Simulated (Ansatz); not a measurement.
**C3H9NSi: one species, many methods**

An exercise on one series of results from a longer session: the logs are not shown, and one member is left open.

Computed with Ansatz 0.2.0, Gaussian basis. Level: functionals in def2-TZVPP, the program's frozen cores in correlated methods.

Plan: PBE-D4, r2SCAN-D4, PBE0-D4, B3LYP-D4, ωB97X-V, ωB97M-V, B2PLYP; CCSD(T)/def2-TZVPP; MP2/def2-QZVPP; extrapolation to the limit.

## The geometry

The geometry comes from an earlier relaxation with PBE0-D4 in a triple-zeta def2 set; it is a stationary point, not always the lowest conformer.

SMILES `CC(C)=N[SiH3]`, 14 atoms, charge 0, spin multiplicity 1.

Atoms are counted from 1 here; the program's logs count them from 0.

Bond lengths: C1–C2 1.498 Å, C1–H6 1.095 Å, C1–H7 1.095 Å, C1–H8 1.088 Å, C2–C3 1.509 Å, C2–N4 1.267 Å, C3–H9 1.090 Å, C3–H10 1.094 Å, C3–H11 1.094 Å, N4–Si5 1.733 Å, Si5–H12 1.493 Å, Si5–H13 1.493 Å, Si5–H14 1.482 Å. Angles: C2–C1–H6 110.1°, C2–C1–H7 110.1°, C2–C1–H8 110.6°, H6–C1–H7 106.4°, H6–C1–H8 109.8°, H7–C1–H8 109.8°, C1–C2–C3 115.9°, C1–C2–N4 120.1°, C3–C2–N4 124.0°, C2–C3–H9 112.8°, C2–C3–H10 109.8°, C2–C3–H11 109.8°, H9–C3–H10 108.6°, H9–C3–H11 108.6°, H10–C3–H11 107.1°, C2–N4–Si5 126.7°, N4–Si5–H12 111.9°, N4–Si5–H13 111.4° and more.

As a file:

```
C    -1.4457    1.4231    0.2782
C    -0.3904    0.3793    0.0764
C     0.7598    0.4067    1.0533
N    -0.4955   -0.4557   -0.8702
Si    0.6196   -1.7240   -1.2601
H    -1.8758    1.3346    1.2814
H    -1.0024    2.4227    0.2183
H    -2.2301    1.3228   -0.4691
H     0.6694    1.2044    1.7911
H     1.7022    0.5370    0.5132
H     0.8217   -0.5499    1.5803
H     0.8228   -2.6597   -0.1143
H     1.9538   -1.1762   -1.6449
H     0.0776   -2.4941   -2.4046
```

The first run:

Input file in.yaml:

```yaml
crystal:
  periodic: [false, false, false]
  atoms:
    - {symbol: C, position_ang: [-1.445653, 1.423059, 0.278205]}
    - {symbol: C, position_ang: [-0.390352, 0.379256, 0.076358]}
    - {symbol: C, position_ang: [0.759826, 0.406729, 1.053308]}
    - {symbol: N, position_ang: [-0.495541, -0.455722, -0.870241]}
    - {symbol: Si, position_ang: [0.619636, -1.723971, -1.260066]}
    - {symbol: H, position_ang: [-1.875753, 1.334562, 1.281426]}
    - {symbol: H, position_ang: [-1.002411, 2.422690, 0.218269]}
    - {symbol: H, position_ang: [-2.230111, 1.322809, -0.469071]}
    - {symbol: H, position_ang: [0.669351, 1.204413, 1.791099]}
    - {symbol: H, position_ang: [1.702208, 0.537014, 0.513245]}
    - {symbol: H, position_ang: [0.821669, -0.549857, 1.580251]}
    - {symbol: H, position_ang: [0.822761, -2.659749, -0.114274]}
    - {symbol: H, position_ang: [1.953789, -1.176216, -1.644943]}
    - {symbol: H, position_ang: [0.077580, -2.494117, -2.404566]}
basis:
  gaussian: {orbitals: def2-TZVPP}
hamiltonian: {xc: pbe, dispersion: d4}
output: {forces: true, orbitals: {seedname: orbitals}}
```

Launch:

```console
> ansatz run in.yaml --threads 4 --pin off --events-out ev --progress --plain --max-ram 10444MiB
```

Among the steps run: PBE-D4 (GGA); r2SCAN-D4 (meta-GGA); PBE0-D4 (hybrid); B3LYP-D4 (hybrid); ωB97X-V (range-separated); ωB97M-V (range-separated); B2PLYP (double hybrid); CCSD(T) in def2-TZVPP; MP2 in def2-QZVPP.

One table of the session follows, with a row left open; its other results are not shown here.

| method | atomisation energy (kJ/mol) |
| --- | --- |
| PBE-D4 | 5343.8 |
| r2SCAN-D4 | 5259.1 |
| PBE0-D4 | 5269.3 |
| B3LYP-D4 | 5277.0 |
| ωB97X-V | 5277.4 |
| ωB97M-V | 5274.6 |
| B2PLYP | 5210.4 |
| HF/def2-TZVPP | 3881.3 |
| MP2/def2-TZVPP | 5166.4 |
| CCSD/def2-TZVPP | 5055.0 |
| CCSD(T)/def2-TZVPP | 5124.3 |
| MP2/CBS | ? |
| CCSD(T)/CBS | 5252.6 |

Estimate the missing values for MP2/CBS.

As computed: atomisation energy (kJ/mol): 5294.7. In the column «atomisation energy (kJ/mol)» it lies between ωB97X-V (5277.4) and PBE-D4 (5343.8).
